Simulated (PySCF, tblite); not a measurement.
**C₄H₁₀BNO₂: geometry, infrared bands and NMR shifts**

Aim: predict the infrared bands and NMR shifts of C₄H₁₀BNO₂ (`CN(C)B1OCCO1`).

Programs: tblite 0.8.0 and PySCF 2.14.0, with density-fitted response routines of our own. Each step states its level of theory. These are calculated values for one molecule in the gas phase, unless marked as measured. Atoms are numbered from 0 throughout.

## (1) The starting structure

18 atoms, charge 0, multiplicity 1; geometry from: force field or distance geometry start.

Bonds of the start (Å): C0–N1 1.46, N1–C2 1.46, N1–B3 1.54, B3–O4 1.45, O4–C5 1.40, C5–C6 1.54, C6–O7 1.40, O7–B3 1.47, C0–H8 1.11, C0–H9 1.10, C0–H10 1.12, C2–H11 1.11, C2–H12 1.13, C2–H13 1.12, C5–H14 1.10, C5–H15 1.10, C6–H16 1.11, C6–H17 1.11.

## (2) Geometry optimisation with GFN2-xTB

What the job is given:

```
{"job": {"kind": "relax", "xc": "GFN2-xTB", "basis": "xTB"}, "charge": 0, "multiplicity": 1}
C     -0.859100     1.444000    -0.169500
N     -1.186700     0.270600     0.638800
C     -2.372000    -0.409600     0.133000
B      0.005400    -0.707600     0.661300
O      0.429300    -1.348700    -0.562400
C      1.698600    -0.788700    -0.733300
C      2.147700    -0.202900     0.617600
O      1.131200    -0.425900     1.555700
H     -0.667100     1.167900    -1.228500
H      0.014700     1.976200     0.246500
H     -1.718500     2.163000    -0.140600
H     -2.638000    -1.290700     0.761000
H     -3.256200     0.285700     0.183800
H     -2.238200    -0.737900    -0.927500
H      2.407700    -1.570800    -1.058100
H      1.670100     0.006500    -1.498500
H      2.348400     0.888700     0.538300
H      3.073700    -0.713500     0.970700
```

The run is started by

```sh
> OMP_NUM_THREADS=1 python probes_run.py task.json out
```

One launch serves the whole session: the jobs run in the order shown.

**Question.** This job is followed by: GFN2-xTB harmonic vibrations, gas phase; GIAO PBE0/pcSseg-1 NMR shielding, non-relativistic, gas phase. What will the session give for the following? strongest single infrared mode (GFN2-xTB); zero-point energy (GFN2-xTB); 13C shifts against TMS (PBE0/pcSseg-1, means over atoms taken as alike); 1H shifts against TMS (PBE0/pcSseg-1, means over atoms taken as alike); 15N shifts against NH3 (PBE0/pcSseg-1); 11B shifts against BF3·OEt2 (PBE0/pcSseg-1); 17O shifts against H2O (PBE0/pcSseg-1, means over atoms taken as alike).

The runs gave:

```
                                                               quantity                  value
                              strongest single infrared mode (GFN2-xTB)  1530 cm⁻¹, 315 km/mol
                                           zero-point energy (GFN2-xTB)          92.9 kcal/mol
13C shifts against TMS (PBE0/pcSseg-1, means over atoms taken as alike)         69.8, 39.1 ppm
 1H shifts against TMS (PBE0/pcSseg-1, means over atoms taken as alike)         4.43, 2.79 ppm
                                 15N shifts against NH3 (PBE0/pcSseg-1)               55.8 ppm
                            11B shifts against BF3·OEt2 (PBE0/pcSseg-1)               23.0 ppm
17O shifts against H2O (PBE0/pcSseg-1, means over atoms taken as alike)               83.3 ppm
```

**Reading.** Over 119 steps the energy fell by 1.958 eV; of the close pairs, N1–B3 changed most, 1.542 to 1.395 Å. All 48 modes are real, so the xTB geometry is a minimum. The strongest single mode, at 1530 cm⁻¹, is carried by N1, B3, H10, H8. GFN2-xTB is a fitted tight-binding method: band positions and strengths are rough. Its intensities can rank the bands wrongly. The most deshielded hydrogen is H14, H15, H16, H17 (mean) (hydrogen on an sp3 CH2 bonded to O), at 4.43 ppm: its carbon carries O, an electronegative neighbour. At PBE0/pcSseg-1: The widest tensor belongs to O4, O7: span 172 ppm, with a paramagnetic part of -146 ppm.
